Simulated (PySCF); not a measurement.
# [Eu(N2)8]3+: structure and properties

What shape and bonds does [Eu(N2)8]3+ have? It is relaxed from a template within its point group. The species was built from a template and needn't be a known compound.

The runs use PySCF 2.14.0; PBE0, Eu lcecp-1-SVP with ECP52, N def2-SVP; scalar-relativistic core potentials, no spin–orbit coupling.

2 further runs of the same task are left out: 2 for a known fault of the program.

## 1. Starting geometry

17 atoms, charge 3, spin multiplicity 1.

Bond lengths: Eu1–N2 2.507 Å, Eu1–N4 2.507 Å, Eu1–N6 2.507 Å, Eu1–N8 2.507 Å, Eu1–N10 2.507 Å, Eu1–N12 2.507 Å, Eu1–N14 2.507 Å, Eu1–N16 2.507 Å, N2–N3 1.110 Å, N4–N5 1.110 Å, N6–N7 1.110 Å, N8–N9 1.110 Å, N10–N11 1.110 Å, N12–N13 1.110 Å, N14–N15 1.110 Å, N16–N17 1.110 Å. Angles: N2–Eu1–N4 74.6°, N2–Eu1–N6 118.0°, N2–Eu1–N8 74.6°, N2–Eu1–N10 75.2°, N2–Eu1–N12 141.7°, N2–Eu1–N14 141.7°, N2–Eu1–N16 75.2°, N4–Eu1–N6 74.6°, N4–Eu1–N8 118.0°, N4–Eu1–N10 75.2°, N4–Eu1–N12 75.2°, N4–Eu1–N14 141.7°, N4–Eu1–N16 141.7°, N6–Eu1–N8 74.6°, N6–Eu1–N10 141.7°, N6–Eu1–N12 75.2°, N6–Eu1–N14 75.2°, N6–Eu1–N16 141.7° and more.

Coordinates:

```xyz
17
charge 3, multiplicity 1
Eu    0.00000    0.00000    0.00000
N     2.14960    0.00000    1.29090
N     3.10120    0.00000    1.86230
N     0.00000    2.14960    1.29090
N     0.00000    3.10120    1.86230
N    -2.14960    0.00000    1.29090
N    -3.10120    0.00000    1.86230
N     0.00000   -2.14960    1.29090
N     0.00000   -3.10120    1.86230
N     1.52000    1.52000   -1.29090
N     2.19290    2.19290   -1.86230
N    -1.52000    1.52000   -1.29090
N    -2.19290    2.19290   -1.86230
N    -1.52000   -1.52000   -1.29090
N    -2.19290   -2.19290   -1.86230
N     1.52000   -1.52000   -1.29090
N     2.19290   -2.19290   -1.86230
```

Formal oxidation states: Eu +3. Each metal's 6 4f electrons lie in its core potential, so multiplicities, spins and levels count the valence alone.

## 2. SCF at the start, singlet

run.py (the lines that set the calculation) reads:

```python
mol = gto.M(atom='''
Eu     0.00000     0.00000     0.00000
N      2.14960     0.00000     1.29090
N      3.10120     0.00000     1.86230
N      0.00000     2.14960     1.29090
N      0.00000     3.10120     1.86230
N     -2.14960     0.00000     1.29090
N     -3.10120     0.00000     1.86230
N      0.00000    -2.14960     1.29090
N      0.00000    -3.10120     1.86230
N      1.52000     1.52000    -1.29090
N      2.19290     2.19290    -1.86230
N     -1.52000     1.52000    -1.29090
N     -2.19290     2.19290    -1.86230
N     -1.52000    -1.52000    -1.29090
N     -2.19290    -2.19290    -1.86230
N      1.52000    -1.52000    -1.29090
N      2.19290    -2.19290    -1.86230''',
    basis={'Eu': 'lcecp-1-SVP', 'N': 'def2-SVP'},
    ecp={'Eu': 'lcecp-1-SVP'},
    charge=3, spin=0)
mf = dft.RKS(mol, xc='PBE0')
mf.grids.atom_grid = (50, 194)  # f atoms: unpruned, at least (60, 302)
mf = mf.density_fit()  # fitting sets: Eu AutoAux, N def2-universal-JKFIT
mf.conv_tol = 1e-08; mf.max_cycle = 55
mf.kernel(dm0)  # dm0: free metal ions and neutral atoms
```

On the command line:

```bash
OMP_NUM_THREADS=4 python run.py
```

Standard output:

```text
init E= -901.171111530758
  HOMO = -0.894810352590168  LUMO = -0.6631266309043  gap/eV = 6.30444
cycle= 1 E= -908.232018019097  delta_E= -7.06  |g|= 1.69  |ddm|= 5.47
  HOMO = -0.782034084027818  LUMO = -0.475131729553222  gap/eV = 8.35124
cycle= 2 E= -904.562464964167  delta_E= 3.67  |g|= 4.56  |ddm|= 3.57
  HOMO = -0.886154838694114  LUMO = -0.587241070352164  gap/eV = 8.13386
cycle= 3 E= -908.778659116115  delta_E= -4.22  |g|= 0.149  |ddm|=  2.8
  HOMO = -0.90636661165019  LUMO = -0.586439813179364  gap/eV = 8.70565
cycle= 4 E= -908.783913273955  delta_E= -0.00525  |g|= 0.0477  |ddm|= 0.243
  HOMO = -0.903409671153023  LUMO = -0.589732529501532  gap/eV = 8.53559
cycle= 5 E= -908.784516886212  delta_E= -0.000604  |g|= 0.00733  |ddm|= 0.0686
  HOMO = -0.90290511109042  LUMO = -0.588473529483066  gap/eV = 8.55612
cycle= 6 E= -908.784529146911  delta_E= -1.23e-05  |g|= 0.000618  |ddm|= 0.00934
  HOMO = -0.902933147241915  LUMO = -0.588567376925296  gap/eV = 8.55433
cycle= 7 E= -908.784529214672  delta_E= -6.78e-08  |g|= 0.000306  |ddm|= 0.000907
  HOMO = -0.902930289696345  LUMO = -0.58855974992397  gap/eV = 8.55446
cycle= 8 E= -908.784529226906  delta_E= -1.22e-08  |g|= 0.00018  |ddm|= 0.00029
  HOMO = -0.902927131627719  LUMO = -0.588550959989785  gap/eV = 8.55461
cycle= 9 E= -908.784529233229  delta_E= -6.32e-09  |g|= 1.3e-05  |ddm|= 0.000124
  HOMO = -0.902927166665282  LUMO = -0.588552842445418  gap/eV = 8.55456
Extra cycle  E= -908.784529232997  delta_E= 2.32e-10  |g|= 3.7e-05  |ddm|= 3.34e-05
converged SCF energy = -908.784529232997
```

It took 27 s on 4 threads of AMD EPYC 7R43 (Zen 3), shared host; peak memory 2 GiB.

It gives: E = -908.784529 Eh, HOMO -24.57 eV, LUMO -16.02 eV, Mulliken charge on Eu1 +1.66 e. 

## 3. Relaxation, singlet

Steps are kept in the start's point group, D4d.

run.py (the lines that set the calculation) reads:

```python
mol = gto.M(atom='''
Eu     0.00000     0.00000     0.00000
N      2.14960     0.00000     1.29090
N      3.10121     0.00000     1.86230
N      0.00000     2.14960     1.29090
N      0.00000     3.10121     1.86230
N     -2.14960     0.00000     1.29090
N     -3.10121     0.00000     1.86230
N      0.00000    -2.14960     1.29090
N      0.00000    -3.10121     1.86230
N      1.52000     1.52000    -1.29090
N      2.19289     2.19289    -1.86230
N     -1.52000     1.52000    -1.29090
N     -2.19289     2.19289    -1.86230
N     -1.52000    -1.52000    -1.29090
N     -2.19289    -2.19289    -1.86230
N      1.52000    -1.52000    -1.29090
N      2.19289    -2.19289    -1.86230''',
    basis={'Eu': 'lcecp-1-SVP', 'N': 'def2-SVP'},
    ecp={'Eu': 'lcecp-1-SVP'},
    charge=3, spin=0)
mf = dft.RKS(mol, xc='PBE0')
mf.grids.atom_grid = (50, 194)  # f atoms: unpruned, at least (60, 302)
mf = mf.density_fit()  # fitting sets: Eu AutoAux, N def2-universal-JKFIT
mf.conv_tol = 1e-08; mf.max_cycle = 55
mf.kernel(dm0)  # dm0: an SCF of this state at this start
# quasi-Newton relaxation in Cartesian coordinates to a largest gradient under 0.00045 Eh/bohr, steps kept in the point group
```

On the command line:

```bash
OMP_NUM_THREADS=4 python run.py
```

The driver keeps no SCF log for this step, only its results.

Run time: 8.2 min. Hardware: 4 threads of AMD EPYC 7R43 (Zen 3), shared host.

Along the way:

```csv
step,energy from step 1 (eV),largest force component (eV/Å)
1,0.0000,1.8265
2,-0.0258,2.2355
3,-0.2177,0.2493
4,-0.2783,0.2862
5,-0.3147,0.1607
6,-0.3181,0.0339
7,-0.3186,0.0170
8,-0.3195,0.0659
9,-0.3203,0.0708
10,-0.3206,0.0303
11,-0.3206,0.0067
```

Close pairs (by a distance rule), those that changed most:

```csv
bond,before (Å),after (Å),change (Å)
Eu1–N2,2.507,2.618,+0.110
Eu1–N4,2.507,2.618,+0.110
Eu1–N6,2.507,2.618,+0.110
Eu1–N8,2.507,2.618,+0.110
Eu1–N10,2.507,2.618,+0.110
Eu1–N12,2.507,2.618,+0.110
Eu1–N14,2.507,2.618,+0.110
Eu1–N16,2.507,2.618,+0.110
```

It ends in D4d at E = -908.796312 Eh.

```csv
atom,x (Å),y (Å),z (Å)
Eu1,0.00000,0.00000,0.00000
N2,2.21486,0.00000,1.39563
N3,3.14455,0.00000,1.98308
N4,0.00000,2.21486,1.39563
N5,0.00000,3.14455,1.98308
N6,-2.21486,0.00000,1.39563
N7,-3.14455,0.00000,1.98308
N8,0.00000,-2.21486,1.39563
N9,0.00000,-3.14455,1.98308
N10,1.56614,1.56614,-1.39563
N11,2.22354,2.22353,-1.98308
N12,-1.56614,1.56614,-1.39563
N13,-2.22353,2.22354,-1.98308
N14,-1.56614,-1.56614,-1.39563
N15,-2.22354,-2.22353,-1.98308
N16,1.56614,-1.56614,-1.39563
N17,2.22353,-2.22354,-1.98308
```

## 4. Frequencies and infrared intensities

run.py (the lines that set the calculation) reads:

```python
mol = gto.M(atom='''
Eu     0.00000     0.00000     0.00000
N      2.21486     0.00000     1.39563
N      3.14455     0.00000     1.98308
N      0.00000     2.21486     1.39563
N      0.00000     3.14455     1.98308
N     -2.21486     0.00000     1.39563
N     -3.14455     0.00000     1.98308
N      0.00000    -2.21486     1.39563
N      0.00000    -3.14455     1.98308
N      1.56614     1.56614    -1.39563
N      2.22354     2.22353    -1.98308
N     -1.56614     1.56614    -1.39563
N     -2.22353     2.22354    -1.98308
N     -1.56614    -1.56614    -1.39563
N     -2.22354    -2.22353    -1.98308
N      1.56614    -1.56614    -1.39563
N      2.22353    -2.22354    -1.98308''',
    basis={'Eu': 'lcecp-1-SVP', 'N': 'def2-SVP'},
    ecp={'Eu': 'lcecp-1-SVP'},
    charge=3, spin=0)
mf = dft.RKS(mol, xc='PBE0')
mf.grids.atom_grid = (50, 194)  # f atoms: unpruned, at least (60, 302)
mf = mf.density_fit()  # fitting sets: Eu AutoAux, N def2-universal-JKFIT
mf.conv_tol = 1e-10; mf.max_cycle = 55
mf.kernel(dm0)  # dm0: the density of the relaxed state
# Hessian and dipole derivatives by central differences of gradients, 0.02 bohr
```

On the command line:

```bash
OMP_NUM_THREADS=4 python run.py
```

No log is kept here; the results follow.

It took 9.1 min on 4 threads of AMD EPYC 7R43 (Zen 3), shared host.

Point group D4d; negative numbers are unstable modes, and those under 60 cm⁻¹ are near the numerical noise:

```csv
cm⁻¹,km/mol,symmetry
23,0.0,e
23,0.0,e
37,0.0,b1
49,0.1,e
49,0.1,e
53,0.6,b2
55,0.3,e
55,0.3,e
60,0.0,e
60,0.0,e
60,0.0,a1
65,0.0,e
65,0.0,e
182,0.0,e
182,0.0,e
186,0.0,e
186,0.0,e
192,0.0,a2
197,0.0,e
197,0.0,e
202,0.0,e
202,0.0,e
203,3.9,b2
204,0.0,b1
204,2.0,e
204,2.0,e
207,0.0,a1
218,0.0,e
218,0.0,e
230,0.0,e
230,0.0,e
232,48.1,b2
234,0.0,a1
237,0.0,e
237,0.0,e
241,59.5,e
241,59.5,e
2509,0.0,e
2509,0.0,e
2509,214.5,b2
2509,0.0,e
2509,0.0,e
2509,262.9,e
2509,262.9,e
2514,0.0,a1
```

## 5. Charges, bond orders and levels

run.py (the lines that set the calculation), as its differences from that of step 4:

```diff
@@ -22,6 +22,5 @@
 mf = dft.RKS(mol, xc='PBE0')
-mf.grids.atom_grid = (50, 194)  # f atoms: unpruned, at least (60, 302)
+mf.grids.atom_grid = (75, 302)  # f atoms: unpruned, at least (60, 302)
 mf = mf.density_fit()  # fitting sets: Eu AutoAux, N def2-universal-JKFIT
-mf.conv_tol = 1e-10; mf.max_cycle = 55
+mf.conv_tol = 1e-09; mf.max_cycle = 55
 mf.kernel(dm0)  # dm0: the density of the relaxed state
-# Hessian and dipole derivatives by central differences of gradients, 0.02 bohr
```

On the command line:

```bash
OMP_NUM_THREADS=4 python run.py
```

Standard output:

```text
init E= -908.796303185931
  HOMO = -0.896020745503784  LUMO = -0.588039498902983  gap/eV = 8.38060
cycle= 1 E= -908.796303171783  delta_E= 1.41e-08  |g|= 0.000302  |ddm|= 0.00029
  HOMO = -0.896021425631198  LUMO = -0.588038354418599  gap/eV = 8.38065
cycle= 2 E= -908.796303078517  delta_E= 9.33e-08  |g|= 0.000754  |ddm|= 0.000641
  HOMO = -0.896021108987741  LUMO = -0.588040197576911  gap/eV = 8.38059
cycle= 3 E= -908.796303189573  delta_E= -1.11e-07  |g|= 6.51e-06  |ddm|= 0.000458
  HOMO = -0.896021152834188  LUMO = -0.588039704321412  gap/eV = 8.38060
cycle= 4 E= -908.796303189575  delta_E= -2.05e-12  |g|= 5.03e-06  |ddm|= 7.45e-06
  HOMO = -0.896021041619016  LUMO = -0.58804011891106  gap/eV = 8.38059
Extra cycle  E= -908.796303189543  delta_E= 3.21e-11  |g|= 1.4e-05  |ddm|= 1.13e-05
converged SCF energy = -908.796303189543
```

Wall time 55 s (4 threads of AMD EPYC 7R43 (Zen 3), shared host).

Read off: E = -908.796303 Eh, HOMO -24.38 eV, LUMO -16.00 eV, Mulliken charge on Eu1 +1.77 e, largest force component 0.006 eV/Å. 

Löwdin charges:

Eu1 0.39; N2 0.03; N3 0.30; N4 0.03; N5 0.30; N6 0.03; N7 0.30; N8 0.03; N9 0.30; N10 0.03; N11 0.30; N12 0.03; N13 0.30; N14 0.03; N15 0.30; N16 0.03; N17 0.30

Mulliken charges: Eu1 +1.77, N2 -0.06, N3 +0.22, N4 -0.06, N5 +0.22, N6 -0.06, N7 +0.22, N8 -0.06, N9 +0.22, N10 -0.06, N11 +0.22, N12 -0.06, N13 +0.22, N14 -0.06, N15 +0.22, N16 -0.06, N17 +0.22 e.

Contacts (the nearest donor of each ligand) and Mayer bond orders:

```csv
contact,distance (Å),bond order
Eu1–N2 (N2),2.618,0.24
Eu1–N4 (N2),2.618,0.24
Eu1–N6 (N2),2.618,0.24
Eu1–N8 (N2),2.618,0.24
Eu1–N10 (N2),2.618,0.24
Eu1–N12 (N2),2.618,0.24
Eu1–N14 (N2),2.618,0.24
Eu1–N16 (N2),2.618,0.24
```

Mulliken populations of Eu1 outside the core potential: s 2.25, p 6.23, d 0.71, f 0.04.

Orbitals, density, ELF and potential are computed afterwards from the orbital file.

Frontier orbitals at PBE0, with the share of their density that lies nearest to each atom:

```csv
orbital,energy (eV),lies on
HOMO,-24.38,8 N atoms about 9 % each
LUMO,-16.00,Eu1 52 %
```

ELF in a plane through or near 4 of the atoms.

Ten even steps from ' ' (0.00) to '@' (0.92):
```
                                                        
                                                        
                        --====--                        
                      --**%%%%**--                      
                    ..--**####**--..                    
                    ::==##%%%%##==::                    
                    ..**%%::++%%**..                    
          ......::    ::%%@@@@%%::    ::......          
      ::==++====**##==    ::::    ==##**====++==::      
    ..++######%%**##@@++        ++@@##**%%######++..    
    ..++######%%++**@@++        ==@@##++%%######++..    
      ::==++==++**##==  ..----..  ++##**++==++==::      
          ......::..  ::%%@@@@%%::    ::......          
                    ..**%%::==%%**..                    
                    ::==##%%%%##==::                    
                    ..--**####**--..                    
                      --**%%%%**--                      
                      ..::====--..                      
                                                        
                                                        
```
The map spans 11.5 Å across and 11.5 Å up, centred on the molecule. Atoms in the plane (x, y in Å): N2 (2.2, 0.0), N4 (0.0, 2.2), N6 (-2.2, 0.0), N8 (0.0, -2.2).

log10 of the density (e/Å³) in the same plane.

Ten even steps from ' ' (-4.0) to '@' (1.0):
```
                                                        
                        ........                        
                    ..::--====----..                    
                  ..--==++****++==--..                  
                  ::==++##%%%%##++==::                  
                ..--==**##%%%%##**==--..                
        ....::::::--==**%%@@@@##**==--::::::..          
      ::----==========++########++==========----::      
    ::--++++**********++++****++++**********++==--::    
  ..--==**##%%%%%%%%##**++++++++**##%%%%%%%%##**==--..  
  ..--==**##%%%%%%%%##**++++++++**##%%%%%%%%##**==--..  
    ::--++++**********++++****++++**********++++--::    
      ::----==========++########++==========----::      
          ..::::::--==**%%@@@@##**==--::::::..          
                ..--==**##%%%%##**==--..                
                  ::==++##%%%%##++==::                  
                  ..--==++****++==--..                  
                    ..----====----..                    
                        ..::::..                        
                                                        
```
The map spans 11.5 Å across and 11.5 Å up, centred on the molecule. Atoms in the plane (x, y in Å): N2 (2.2, 0.0), N4 (0.0, 2.2), N6 (-2.2, 0.0), N8 (0.0, -2.2).

On the surface of density 0.002 e/bohr³ the electrostatic potential runs, from the 1st to the 99th percentile, from 8.34 V near N15 to 15.06 V near Eu1.

## 6. What came out

```
                                              quantity                            value
                                 state and point group      singlet in the valence, D4d
                                                 modes   23 to 2514 cm⁻¹, none unstable
strongest infrared band (modes within 1.5 cm⁻¹ summed)           2509 cm⁻¹ (740 km/mol)
                                     zero-point energy                         1.600 eV
                               ideal gas, 298 K, 1 bar  S = 793.7, Cp = 323.9 J/(mol K)
                                 metal–ligand contacts                           2.62 Å
                                       frontier levels   HOMO -24.38 eV, LUMO -16.00 eV
                       dipole about the centre of mass                           0.00 D
```

All modes are real within the noise of the softest ones, so the structure is a minimum. The metal carries +0.39 e by Löwdin's partition against a formal +3, and bond orders to the nearest donors reach 0.24. Both measures hang on the basis. One start shape was tried, so another isomer may lie lower. These are double-zeta-type bases without diffuse functions. Spin–orbit coupling is left out. The core potential fixes the 4f count, so no charge can pass from the ligands into that shell.
